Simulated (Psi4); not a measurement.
# triplet CuH2ClO at 4 levels

Wanted: a comparison of 4 runs (UHF/STO-3G, UHF/3-21G, UB3LYP/6-31G*, UHSE06/def2-SVPD) of triplet CuH2ClO. 

The results are computed with Psi4 1.11.

2 further runs of the same task are left out: 1 that didn't finish, 1 set aside as unsound or not needed.

## 1. The system as given

The species is CuH2ClO (5 atoms), meant as a triplet with charge 0. As SMILES of the parent species, `[OH2+][Cu-][Cl]`. The shape is that of a PBE0-D4/def2-TZVP optimisation. This is one conformer, not always the lowest. That shape belongs to the parent species and isn't relaxed for this state.

Bond lengths: O1–Cu2 1.957 Å, Cu2–Cl3 2.072 Å, O1–H4 0.962 Å, O1–H5 0.962 Å. Angles: O1–Cu2–Cl3 179.4°, Cu2–O1–H4 115.2°, Cu2–O1–H5 115.2°, H4–O1–H5 107.1°.

## 2. A single-point energy at UHF/STO-3G (run 1)

clcuh2o.inp

```
memory 1600 mb

molecule geom {
  0 3
  O     -1.23077862     1.35474466    -0.67463223
  Cu     1.34850856    -0.80086593     0.86568354
  Cl     4.06404500    -3.11653632     2.47535225
  H     -2.94835070     0.92426505    -0.25964837
  H     -1.13893794     1.49911973    -2.48517883
  units bohr
  symmetry c1
}

set globals {
  basis         STO-3G
  reference     uhf
  puream        true
  e_convergence 1e-09
  d_convergence 1e-08
  scf_type      pk
  maxiter       200
}

E, wfn = energy("hf", return_wfn=True)
oeprop(wfn, "LOWDIN_CHARGES", "WIBERG_LOWDIN_INDICES", "MAYER_INDICES")
```

Started as:

```console
$ psi4 -n 1 clcuh2o.inp clcuh2o.out
```

clcuh2o.out:

```text
[...]
  Running in c1 symmetry.
[...]
  Nuclear repulsion =  231.825758639987242
[...]
  Multiplicity = 3
[...]
  Nalpha       = 29
  Nbeta        = 27
[...]
    Number of basis functions: 34
[...]
   @UHF iter   1: -2147.15046132160933    2.07773e-01   2.93247e-02 DIIS/ADIIS
[...]
   @UHF iter  92: -2150.04843619010717   -1.54614e-11   9.88080e-09 DIIS
[...]
   @S^2 Observed:                2.782548420E+00
[...]
    Orbital Energies [Eh]
    ---------------------
    Alpha Occupied:
       1A   -325.784702     2A   -103.565646     3A    -40.405507
       4A    -35.897034     5A    -35.895953     6A    -35.895604
       7A    -20.396461     8A    -10.262236     9A     -7.705563
      10A     -7.701030    11A     -7.699255    12A     -5.280683
      13A     -3.638850    14A     -3.636930    15A     -3.636257
      16A     -1.400057    17A     -0.942018    18A     -0.744537
      19A     -0.653817    20A     -0.546202    21A     -0.522543
      22A     -0.510549    23A     -0.463906    24A     -0.458020
      25A     -0.456250    26A     -0.415568    27A     -0.340626
      28A     -0.338899    29A     -0.157134
    Alpha Virtual:
[...]
  @UHF Final Energy: -2150.04843619010717
   => Energetics <=
    Nuclear Repulsion Energy =            231.8257586399872423
    One-Electron Energy =               -3455.6986356826591873
    Two-Electron Energy =                1073.8244408525647486
    Total Energy =                      -2150.0484361901071679
  UHF NO Occupations:
  HONO-2 :   27  A 1.4691309
  HONO-1 :   28  A 1.0000000
[...]
 Multipole Moments:
 ------------------------------------------------------------------------------------
     Multipole            Electronic (a.u.)      Nuclear  (a.u.)        Total (a.u.)
 ------------------------------------------------------------------------------------
 L = 1.  Multiply by 2.5417464519 to convert [e a0] to [Debye]
 Dipole X            :          1.7836967           -3.8973648           -2.1136681
 Dipole Y            :         -1.2071981            2.4084058            1.2012078
 Dipole Z            :          1.1383763           -2.5466230           -1.4082467
 Magnitude           :                                                    2.8095644
[...]
```

It took 1.7 s on 1 thread of Intel Xeon 6975P-C (Granite Rapids), shared host; peak memory 0.2 GiB.

## 3. Energy and forces at UHF/3-21G (run 2)

job.py

```python
import psi4

psi4.set_memory('1600 MB')
psi4.set_num_threads(1)
psi4.core.set_output_file('psi4.out', False)

mol = psi4.geometry("""
0 3
O     -0.651300     0.716900    -0.357000
Cu     0.713600    -0.423800     0.458100
Cl     2.150600    -1.649200     1.309900
H     -1.560200     0.489100    -0.137400
H     -0.602700     0.793300    -1.315100
symmetry c1
""")

psi4.set_options(dict(reference='uhf', puream=True, e_convergence=1e-09, d_convergence=1e-08, scf_type='pk', maxiter=200))

E, wfn = psi4.gradient("scf/3-21G", return_wfn=True)
psi4.oeprop(wfn, "MAYER_INDICES", "DIPOLE", "MULLIKEN_CHARGES")
print('gradient / Eh bohr^-1')
print(E.np.round(6))
print(f'energy = {wfn.energy():.10f} Eh')
for k, v in sorted(psi4.core.scalar_variables().items()):
    print(f'{k:45s} {v:18.10f}')
```

Started as:

```console
$ python job.py
```

psi4.out, shortened:

```text
[...]
  Running in c1 symmetry.
[...]
  Nuclear repulsion =  231.825758358598478
[...]
  Multiplicity = 3
[...]
  Nalpha       = 29
  Nbeta        = 27
[...]
    Number of basis functions: 53
[...]
   @UHF iter   1: -2161.38524795256944   -8.80360e-01   6.00273e-02 DIIS/ADIIS
[...]
   @UHF iter  43: -2163.69051712967348   -4.09273e-12   9.72543e-09 DIIS
[...]
   @S^2 Observed:                2.004578769E+00
[...]
  @UHF Final Energy: -2163.69051712967348
   => Energetics <=
    Nuclear Repulsion Energy =            231.8257583585984776
    One-Electron Energy =               -3476.8058828334933423
    Two-Electron Energy =                1081.2896073452213841
    Total Energy =                      -2163.6905171296739354
  UHF NO Occupations:
  HONO-2 :   27  A 1.9987968
  HONO-1 :   28  A 1.0000000
[...]
  -Total Gradient:
     Atom            X                  Y                   Z
    ------   -----------------  -----------------  -----------------
       1        0.013056354143    -0.021980701446     0.004906871358
       2        0.032399918430    -0.020232913616     0.021109936926
       3       -0.060121163617     0.046397602376    -0.036893543752
       4        0.021110945333     0.002287166687    -0.011525262444
       5       -0.006446054242    -0.006471154052     0.022401997923
[...]
 Multipole Moments:
 ------------------------------------------------------------------------------------
     Multipole            Electronic (a.u.)      Nuclear  (a.u.)        Total (a.u.)
 ------------------------------------------------------------------------------------
 L = 1.  Multiply by 2.5417464519 to convert [e a0] to [Debye]
 Dipole X            :          1.6349503           -3.8973649           -2.2624146
 Dipole Y            :         -0.8174793            2.4084058            1.5909265
 Dipole Z            :          1.1180601           -2.5466230           -1.4285629
 Magnitude           :                                                    3.1129341
[...]
  Mulliken Charges: (a.u.)
   Center  Symbol    Alpha    Beta     Spin     Total
       1     O     4.34675  4.34614  0.00061 -0.69288
       2    CU    15.10957 13.32574  1.78382  0.56469
       3    CL     8.82811  8.77839  0.04972 -0.60651
[...]
```

On the terminal:

```text
gradient / Eh bohr^-1
[[ 0.013056 -0.021981  0.004907]
 [ 0.0324   -0.020233  0.02111 ]
 [-0.060121  0.046398 -0.036894]
 [ 0.021111  0.002287 -0.011525]
 [-0.006446 -0.006471  0.022402]]
energy = -2163.6905171297 Eh
CURRENT ENERGY                                  -2163.6905171297
CURRENT REFERENCE ENERGY                        -2163.6905171297
DD SOLVATION ENERGY                                 0.0000000000
HF KINETIC ENERGY                                2165.5518985030
HF POTENTIAL ENERGY                             -4329.2424156327
HF TOTAL ENERGY                                 -2163.6905171297
HF VIRIAL RATIO                                     1.9991404587
NUCLEAR REPULSION ENERGY                          231.8257583586
ONE-ELECTRON ENERGY                             -3476.8058828335
PCM POLARIZATION ENERGY                             0.0000000000
PE ENERGY                                           0.0000000000
SCF ITERATION ENERGY                            -2163.6905171297
SCF ITERATIONS                                     43.0000000000
SCF TOTAL ENERGY                                -2163.6905171297
TWO-ELECTRON ENERGY                              1081.2896073452
```

It took 2.6 s on 1 thread of Intel Xeon 6975P-C (Granite Rapids), shared host; peak memory 0.21 GiB.

Run 3 isn't shown in full; the table further down has it.

## 4. Energy and forces at UHSE06/def2-SVPD (run 4)

clcuh2o.dat

```
memory 1.6 GB

molecule mol {
  0 3
  O     -1.23077862     1.35474466    -0.67463223
  Cu     1.34850856    -0.80086593     0.86568354
  Cl     4.06404500    -3.11653632     2.47535225
  H     -2.94835070     0.92426505    -0.25964837
  H     -1.13893794     1.49911973    -2.48517883
  units au
  symmetry c1
}

set {
  basis                def2-SVPD
  reference            uks
  puream               true
  e_convergence        1e-09
  d_convergence        1e-08
  scf_type             pk
  dft_radial_points    99
  dft_spherical_points 590
  maxiter              200
}

E, wfn = gradient("hse06", return_wfn=True)
oeprop(wfn, "MULLIKEN_CHARGES", "DIPOLE", "LOWDIN_CHARGES")
print_variables()
```

Started as:

```console
$ psi4 -n 1 clcuh2o.dat clcuh2o.out
```

clcuh2o.out, shortened:

```text
[...]
  Running in c1 symmetry.
[...]
  Nuclear repulsion =  231.825758639987242
[...]
  Multiplicity = 3
[...]
  Nalpha       = 29
  Nbeta        = 27
[...]
    Number of basis functions: 100
[...]
   @UKS iter   1: -2173.36965824923482    3.89526e-01   2.37685e-02 ADIIS/DIIS
[...]
   @UKS iter  33: -2176.21119624501853    6.82121e-12   3.19528e-09 DIIS
[...]
   @S^2 Observed:                2.004432351E+00
[...]
  @UKS Final Energy: -2176.21119624501853
   => Energetics <=
    Nuclear Repulsion Energy =            231.8257586399872423
    One-Electron Energy =               -3484.3705143267479798
    Two-Electron Energy =                1155.8660708966606308
    DFT Exchange-Correlation Energy =     -79.5325114549188754
    Empirical Dispersion Energy =           0.0000000000000000
    VV10 Nonlocal Energy =                  0.0000000000000000
    Total Energy =                      -2176.2111962450189822
[...]
  -Total Gradient:
     Atom            X                  Y                   Z
    ------   -----------------  -----------------  -----------------
       1       -0.000170987027    -0.013425610401    -0.003638506040
       2        0.002462778219    -0.002145893649     0.001446770634
       3       -0.019197270893     0.015774531098    -0.011532961982
       4        0.018157413418     0.002995811218    -0.005113148219
       5       -0.001277954138    -0.003180881958     0.018821327270
[...]
 Multipole Moments:
 ------------------------------------------------------------------------------------
     Multipole            Electronic (a.u.)      Nuclear  (a.u.)        Total (a.u.)
 ------------------------------------------------------------------------------------
 L = 1.  Multiply by 2.5417464519 to convert [e a0] to [Debye]
 Dipole X            :          3.0972186           -3.8973648           -0.8001462
 Dipole Y            :         -1.8831375            2.4084058            0.5252683
 Dipole Z            :          2.0316799           -2.5466230           -0.5149432
 Magnitude           :                                                    1.0868796
[...]
  Mulliken Charges: (a.u.)
   Center  Symbol    Alpha    Beta     Spin     Total
       1     O     3.96263  4.12674 -0.16411 -0.08937
       2    CU    15.43532 13.69330  1.74202 -0.12862
       3    CL     8.70622  8.40802  0.29820 -0.11424
[...]
```

Wall time 75 s (1 thread of Intel Xeon 6975P-C (Granite Rapids), shared host); peak memory 0.84 GiB.

## 5. All runs side by side

| run | level | task | integration grid | energy (Eh) | dipole moment (D) | HOMO energy (eV) | ⟨S²⟩ | wall time |
| --- | --- | --- | --- | --- | --- | --- | --- | --- |
| 1 | UHF/STO-3G | energy | – | -2150.048436 | 7.14 | -4.28 | 2.783 | 1.7 s |
| 2 | UHF/3-21G | gradient | – | -2163.690517 | 7.91 | -4.11 | 2.005 | 2.6 s |
| 3 | UB3LYP/6-31G* (spherical functions) | gradient | 99 radial × 590 angular | -2176.816718 | 4.58 | -3.34 | 2.001 | 31 s |
| 4 | UHSE06/def2-SVPD | gradient | 99 radial × 590 angular | -2176.211196 | 2.76 | -3.23 | 2.004 | 75 s |

## 6. What came out

| quantity | value |
| --- | --- |
| run 4: total energy | -2176.21120 Eh |
| run 4: dipole moment | 2.76 D |
| run 4: HOMO energy (highest over α and β) | -3.23 eV |
| run 4: ⟨S²⟩ | 2.004 |
| run 4: largest force on an atom | 1.409 eV/Å |

The dipole moment (its size) runs from 2.76 D (UHSE06/def2-SVPD) to 7.91 D (UHF/3-21G). The two ends differ in method and basis. Totals of different functionals can't be ranked against each other. In run 1 the basis is minimal, so the values are rough. Spin contamination of the reference: run 1 ⟨S²⟩ = 2.78. Where it is this large, the reference is a mixture of spin states, and values that rest on it are in doubt. All runs together took 1.8 min, the longest 75 s.
